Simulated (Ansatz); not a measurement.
# SiH4O (SMILES O[SiH3]): PBE/cc-pVTZ

Aim: the electronic atomisation energy of SiH4O at PBE/cc-pVTZ, from 4 runs. 

Program for the calculation: Ansatz 0.2.0.

47 further runs of the same task are left out: 47 set aside as unsound or not needed.

**1. The structure to begin with**

SiH4O: 6 atoms, total charge 0, spin state singlet. SMILES: `O[SiH3]`. Geometry: relaxed at PBE0-D4/def2-TZVP.

Bond lengths: O1–Si2 1.648 Å, O1–H3 0.957 Å, Si2–H4 1.489 Å, Si2–H5 1.481 Å, Si2–H6 1.489 Å. Angles: O1–Si2–H4 111.7°, O1–Si2–H5 105.9°, O1–Si2–H6 111.7°, Si2–O1–H3 117.9°, H4–Si2–H5 109.9°, H4–Si2–H6 107.9°, H5–Si2–H6 109.9°.

**2. A single-point energy at PBE/cc-pVTZ**

run.yaml

```yaml
crystal:
  periodic: [false, false, false]
  atoms:
    - {symbol: O, position_ang: [0.636700, -1.030300, 0.419000]}
    - {symbol: Si, position_ang: [-0.035700, 0.346500, -0.187000]}
    - {symbol: H, position_ang: [0.069100, -1.629200, 0.904700]}
    - {symbol: H, position_ang: [-1.128300, 0.045700, -1.152800]}
    - {symbol: H, position_ang: [1.060500, 1.064900, -0.875600]}
    - {symbol: H, position_ang: [-0.602300, 1.202400, 0.891700]}
basis:
  gaussian: {orbitals: cc-pVTZ}
total_charge: 0
hamiltonian: {xc: pbe}
accuracy: high
output: {orbitals: {seedname: orbitals}}
```

Command:

```
$ ansatz run run.yaml --threads 1 --pin off --max-ram 3480MiB --events-out events.jsonl --progress --plain --runs-dir runs
```

Log:

```text
Warning: RAYON_NUM_THREADS=1 ignored (pool sized by the plan → 1); use --threads N
Functional definition: PBE
  name "PBE"
  parameter kappa = 0.804
  parameter beta = 0.06672455060314922
  exchange = pbe_x(kappa = kappa, mu = beta*pi^2/3)
  correlation = pbe_c(beta = beta)
2072 factors; integrals over basis functions are off by at most 3.5e-9 eV
mean field evaluation 1: about -9979.5942 eV, gradient 5.9e1 eV
mean field evaluation 2: about -9951.7832 eV, gradient 1.3e2 eV
mean field evaluation 4: about -9985.1964 eV, gradient 3.2e0 eV
mean field evaluation 8: about -9985.2248 eV, gradient 3.6e-2 eV
mean field evaluation 16: about -9985.2248 eV, gradient 6.8e-7 eV
mean field -9985.22481795 eV, -366.9502438313 hartree, gradient 1.8e-8 eV, S^2 0.000000; 0 other end points of the search recorded, 0 dependent functions left out
reference -9985.22482135 eV, -366.9502439562 hartree; 13, 13 occupied and 107, 107 virtual orbitals, 2072 factors
Total energy: -9985.22482135 eV, -366.9502439562 hartree
```

It took 6.6 s on 1 thread of Arm Neoverse V1, shared host; peak memory 0.29 GiB.

**3. The H atom, same level**

in.yaml

```yaml
crystal:
  periodic: [false, false, false]
  atoms:
    - {symbol: H, position_ang: [0.000000, 0.000000, 0.000000]}
basis:
  gaussian: {orbitals: cc-pVTZ}
magnetization: {spin_polarized: true, initial_magnetization: 1}
hamiltonian: {xc: {name: PBE}}
accuracy: high
```

Run the same way, it converges to -0.49962 Eh (log not shown).

**4. The O atom at the same level**

run.yaml

```yaml
crystal:
  periodic: [false, false, false]
  atoms:
    - {symbol: O, position_ang: [0.000000, 0.000000, 0.000000]}
basis:
  gaussian:
    orbitals: cc-pVTZ
total_charge: 0
magnetization:
  spin_polarized: true
  initial_magnetization: 2
hamiltonian:
  xc: pbe
accuracy: high
```

Run the same way, it converges to -75.00491 Eh (log not shown).

**5. The Si atom at the same level**

job.yaml

```yaml
crystal:
  periodic: [false, false, false]
  atoms:
    - symbol: Si
      position_ang: [0.000000, 0.000000, 0.000000]
basis:
  gaussian:
    orbitals: cc-pVTZ
hamiltonian:
  xc: {name: PBE}
magnetization:
  spin_polarized: true
  initial_magnetization: 2
accuracy: high
```

Command:

```
$ ansatz run job.yaml --threads 1 --pin off --max-ram 3480MiB --events-out events.jsonl --progress --plain --runs-dir runs
```

Log (excerpt; [...] marks lines left out):

```text
Warning: RAYON_NUM_THREADS=1 ignored (pool sized by the plan → 1); use --threads N
[... 6 set-up lines as earlier in the session ...]
342 factors; integrals over basis functions are off by at most 3.0e-9 eV
mean field evaluation 1: about -7870.1577 eV, gradient 2.9e0 eV
mean field evaluation 2: about -7870.2417 eV, gradient 1.4e0 eV
mean field evaluation 4: about -7870.2556 eV, gradient 3.9e-1 eV
mean field evaluation 8: about -7870.2561 eV, gradient 2.0e-4 eV
mean field evaluation 16: about -7870.1350 eV, gradient 3.0e0 eV
mean field evaluation 32: about -7870.2570 eV, gradient 7.2e-2 eV
mean field -7870.25609733 eV, -289.2265769255 hartree, gradient 1.5e-8 eV, S^2 2.003911; 2 other end points of the search recorded, 0 dependent functions left out
reference -7870.25609925 eV, -289.2265769963 hartree; 8, 6 occupied and 26, 28 virtual orbitals, 342 factors
Total energy: -7870.25609925 eV, -289.2265769963 hartree
```

It took 1.6 s on 1 thread of Arm Neoverse V1, shared host.

**6. What came out**

Level: PBE/cc-pVTZ.

```
                     quantity          value
       molecule: total energy  -366.95024 Eh
        molecule: HOMO energy       -7.15 eV
        molecule: LUMO energy       -0.67 eV
      molecule: HOMO–LUMO gap        6.48 eV
         H atom: total energy    -0.49962 Eh
                 H atom: ⟨S²⟩          0.750
         O atom: total energy   -75.00491 Eh
                 O atom: ⟨S²⟩          2.002
        Si atom: total energy  -289.22658 Eh
                Si atom: ⟨S²⟩          2.004
electronic atomisation energy      19.600 eV
```

Taking the molecule apart into free atoms costs 19.60 eV (1891 kJ/mol), before zero-point energy and without spin-orbit coupling.
